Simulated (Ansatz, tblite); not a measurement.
# C₂₀H₁₂F₆S₃: spin states and exact exchange

Is the singlet the ground state of C₂₀H₁₂F₆S₃? Other spin states are computed and compared level by level.

Program: Ansatz 0.2.0, Gaussian basis. Level of theory: as each input shows. These are calculated values, not measurements.

Plan: triplet, at the geometry of the singlet (GFN1-xTB, GFN2-xTB, PBE0-D4/def2-TZVP, PBE-D4/def2-TZVP); the singlet's energies come from earlier runs.

### Step 1. The relaxed structure

The geometry is that of the singlet, from an earlier relaxation (PBE-D4/def2-SVP).

41 atoms, charge 0, spin multiplicity 1.

Bond lengths: F1–C2 1.350 Å, C2–F3 1.344 Å, C2–F4 1.348 Å, C2–S5 1.836 Å, S5–C6 1.789 Å, C6–C7 1.409 Å, C6–C29 1.407 Å, C7–C8 1.398 Å, C7–H30 1.100 Å, C8–C9 1.411 Å, C8–H31 1.100 Å, C9–S10 1.780 Å, C9–C28 1.410 Å, S10–C11 1.781 Å, C11–C12 1.408 Å, C11–C27 1.413 Å, C12–C13 1.402 Å, C12–H32 1.100 Å and more. Angles: F1–C2–F3 108.6°, F1–C2–F4 107.0°, F1–C2–S5 112.5°, F3–C2–F4 108.7°, F3–C2–S5 107.6°, F4–C2–S5 112.4°, C2–S5–C6 97.9°, S5–C6–C7 120.1°, S5–C6–C29 119.9°, C7–C6–C29 119.9°, C6–C7–C8 120.2°, C6–C7–H30 119.5°, C8–C7–H30 120.3°, C7–C8–C9 119.9°, C7–C8–H31 120.0°, C9–C8–H31 120.1°, C8–C9–S10 122.7°, C8–C9–C28 119.8° and more.

### Step 2. Triplet at the fixed geometry, GFN1-xTB

Tight binding, by tblite at 300 K electronic temperature and without a spin-polarisation term:

```python
tblite.interface.Calculator('GFN1-xTB', numbers, positions, charge=0, uhf=2).singlepoint()
```

Energy -2464.4298 eV; 0.16 s.

### Step 3. Triplet at the fixed geometry, GFN2-xTB

Tight binding, by tblite at 300 K electronic temperature and without a spin-polarisation term:

```python
tblite.interface.Calculator('GFN2-xTB', numbers, positions, charge=0, uhf=2).singlepoint()
```

Energy -2365.8870 eV; 0.18 s.

### Step 4. Triplet at the fixed geometry, PBE0-D4/def2-TZVP

The input, in.yaml:

```yaml
crystal:
  periodic: [false, false, false]
  atoms:
    - {symbol: F, position_ang: [5.526488, 2.078161, 1.466031]}
    - {symbol: C, position_ang: [6.424529, 2.374045, 0.502533]}
    - {symbol: F, position_ang: [7.415472, 3.098752, 1.049193]}
    - {symbol: F, position_ang: [5.786588, 3.134321, -0.409424]}
    - {symbol: S, position_ang: [7.177131, 0.873261, -0.240196]}
    - {symbol: C, position_ang: [5.677616, 0.135384, -0.877907]}
    - {symbol: C, position_ang: [4.879832, -0.676001, -0.046873]}
    - {symbol: C, position_ang: [3.713083, -1.262137, -0.546723]}
    - {symbol: C, position_ang: [3.323157, -1.027264, -1.882715]}
    - {symbol: S, position_ang: [1.894941, -1.795388, -2.616344]}
    - {symbol: C, position_ang: [0.700926, -1.804507, -1.295040]}
    - {symbol: C, position_ang: [-0.135413, -2.931014, -1.173076]}
    - {symbol: C, position_ang: [-1.158850, -2.947956, -0.214510]}
    - {symbol: C, position_ang: [-1.331326, -1.856520, 0.655724]}
    - {symbol: S, position_ang: [-2.566728, -1.948853, 1.939429]}
    - {symbol: C, position_ang: [-3.686608, -0.631484, 1.518085]}
    - {symbol: C, position_ang: [-4.589000, -0.222271, 2.524802]}
    - {symbol: C, position_ang: [-5.530858, 0.775572, 2.261276]}
    - {symbol: C, position_ang: [-5.579234, 1.388825, 0.996143]}
    - {symbol: C, position_ang: [-6.551134, 2.511820, 0.741271]}
    - {symbol: F, position_ang: [-6.052718, 3.707876, 1.151191]}
    - {symbol: F, position_ang: [-7.717991, 2.326222, 1.406822]}
    - {symbol: F, position_ang: [-6.845287, 2.638079, -0.575604]}
    - {symbol: C, position_ang: [-4.682042, 0.981471, -0.005383]}
    - {symbol: C, position_ang: [-3.744282, -0.026116, 0.246458]}
    - {symbol: C, position_ang: [-0.477693, -0.737053, 0.547521]}
    - {symbol: C, position_ang: [0.513695, -0.698761, -0.435773]}
    - {symbol: C, position_ang: [4.123268, -0.216168, -2.713704]}
    - {symbol: C, position_ang: [5.299922, 0.356113, -2.214795]}
    - {symbol: H, position_ang: [5.186975, -0.851362, 0.994324]}
    - {symbol: H, position_ang: [3.101482, -1.907309, 0.100465]}
    - {symbol: H, position_ang: [0.016356, -3.797057, -1.834646]}
    - {symbol: H, position_ang: [-1.825088, -3.819135, -0.129910]}
    - {symbol: H, position_ang: [-4.546559, -0.689591, 3.520425]}
    - {symbol: H, position_ang: [-6.236123, 1.085073, 3.046148]}
    - {symbol: H, position_ang: [-4.728245, 1.448664, -0.999683]}
    - {symbol: H, position_ang: [-3.057926, -0.346302, -0.549859]}
    - {symbol: H, position_ang: [-0.609230, 0.115081, 1.230898]}
    - {symbol: H, position_ang: [1.158576, 0.187060, -0.530752]}
    - {symbol: H, position_ang: [3.810939, -0.022553, -3.750941]}
    - {symbol: H, position_ang: [5.921358, 0.999024, -2.854900]}
basis:
  gaussian: {orbitals: def2-TZVP, fitting: {mean_field: def2-universal-jkfit}}
magnetization: {spin_polarized: true, initial_magnetization: 2}
hamiltonian: {xc: pbe0, dispersion: d4}
scf: {omitted_lower_state_checks: [starts]}
output: {orbitals: {seedname: orbitals}}
```

The run is started by

```sh
$ ansatz run in.yaml --threads 2 --pin off --events-out ev --progress --plain --max-ram 22528MiB --backend cuda --devices 0, --max-vram 18GiB
```

Log:

```text
Functional definition: PBE0
  name "PBE0"
  cite "Adamo & Barone, J. Chem. Phys. 110, 6158 (1999) doi:10.1063/1.478522"
  cite "Perdew, Burke & Ernzerhof, Phys. Rev. Lett. 77, 3865 (1996) doi:10.1103/PhysRevLett.77.3865"
  parent pbe
  parameter a = 0.25
  parameter kappa = 0.804
  parameter beta = 0.06672455060314922
  exchange = (1 - a)*pbe_x(kappa = kappa, mu = beta*pi^2/3) + a*exact_x
  correlation = pbe_c(beta = beta)
these checks for a lower state are left out or cut short: starts
2562 factors; integrals over basis functions are off by at most 1.6e0 eV
mean field evaluation 1: about -69665.5615 eV, gradient 9.1e1 eV
mean field evaluation 2: about -69587.1048 eV, gradient 1.5e2 eV
mean field evaluation 4: about -69693.3267 eV, gradient 3.7e1 eV
mean field evaluation 8: about -69703.7375 eV, gradient 3.1e0 eV
mean field evaluation 16: about -69703.8828 eV, gradient 4.5e-1 eV
mean field evaluation 32: about -69703.9719 eV, gradient 9.5e-6 eV
mean field -69703.97188327 eV, -2561.5737196611 hartree, gradient 5.1e-6 eV, S^2 2.012865; 0 other end points of the search recorded, 0 dependent functions left out
reference -69703.97194362 eV, -2561.5737218789 hartree; 118, 116 occupied and 871, 873 virtual orbitals, 2562 factors
Total energy: -69705.47932538 eV, -2561.6291171369 hartree
Checks for a lower state left out: starts
```

It took 29 s on 1 × H100 (card shared with other runs) with 2 threads of AMD EPYC 7R13, shared host; peak host memory 1.8 GiB.

From the report: HOMO -3.33 eV, LUMO -4.95 eV (over both spins; with the spin held, an empty level of the minority spin lies below the top filled one); ⟨S²⟩ 2.013 (pure: 2.00).

### Step 5. Triplet at the fixed geometry, PBE-D4/def2-TZVP

start.molden holds the orbitals of an earlier run on this state, given as this run's starting guess.

in.yaml: that of step 4 with these lines changed.

```diff
@@ -45,5 +45,5 @@
 basis:
-  gaussian: {orbitals: def2-TZVP, fitting: {mean_field: def2-universal-jkfit}}
+  gaussian: {orbitals: def2-TZVP, fitting: {mean_field: def2-universal-jkfit}, initial_orbitals: start.molden}
 magnetization: {spin_polarized: true, initial_magnetization: 2}
-hamiltonian: {xc: pbe0, dispersion: d4}
+hamiltonian: {xc: pbe, dispersion: d4}
 scf: {omitted_lower_state_checks: [starts]}
```

Same command.

Log:

```text
Functional definition: PBE
  name "PBE"
  cite "Perdew, Burke & Ernzerhof, Phys. Rev. Lett. 77, 3865 (1996) doi:10.1103/PhysRevLett.77.3865"
  parent pbe
  parameter kappa = 0.804
  parameter beta = 0.06672455060314922
  exchange = pbe_x(kappa = kappa, mu = beta*pi^2/3)
  correlation = pbe_c(beta = beta)
these checks for a lower state are left out or cut short: starts
2562 factors; integrals over basis functions are off by at most 1.6e0 eV
mean field evaluation 1: about -69699.8952 eV, gradient 1.8e1 eV
mean field evaluation 2: about -69700.5641 eV, gradient 8.1e-1 eV
mean field evaluation 4: about -69700.6483 eV, gradient 4.0e-2 eV
mean field evaluation 8: about -69700.6331 eV, gradient 2.3e-5 eV
mean field -69700.63311976 eV, -2561.4510223651 hartree, gradient 1.5e-5 eV, S^2 2.004242; 0 other end points of the search recorded, 0 dependent functions left out
reference -69700.63320233 eV, -2561.4510253997 hartree; 118, 116 occupied and 871, 873 virtual orbitals, 2562 factors
Total energy: -69702.37821807 eV, -2561.5151535453 hartree
Checks for a lower state left out: starts
```

It took 14 s on 1 × H100 (card shared with other runs) with 2 threads of AMD EPYC 7R13, shared host; peak host memory 1.7 GiB.

From the report: HOMO -2.67 eV, LUMO -5.49 eV (over both spins; with the spin held, an empty level of the minority spin lies below the top filled one); ⟨S²⟩ 2.004 (pure: 2.00).

### Step 6. Triplet less singlet, vertical

The singlet's energies are those of its earlier runs, whose logs aren't repeated here.

| level | triplet less singlet, vertical (kcal/mol) | time |
| --- | --- | --- |
| GFN1-xTB | +72.1 | 0.26 s |
| GFN2-xTB | +67.0 | 0.28 s |
| PBE-D4/def2-TZVP | +66.8 | 21 s |
| PBE0-D4/def2-TZVP | +76.2 | 40 s |

Times add the two runs; a level without a time comes out of a correlated run. Tight binding without a spin term can't rank spin states.

### Step 7. Summary of results

| quantity | value |
| --- | --- |
| triplet less singlet, vertical, functionals in def2-TZVP | +66.8 (PBE-D4) to +76.2 kcal/mol (PBE0-D4) |

**Reading.** All functionals put the triplet above the singlet, over a spread of 9.4 kcal/mol. The checks for a lower triplet were left out, so another state of that spin may lie lower. These are electronic energies, without zero-point motion, entropy or surroundings.
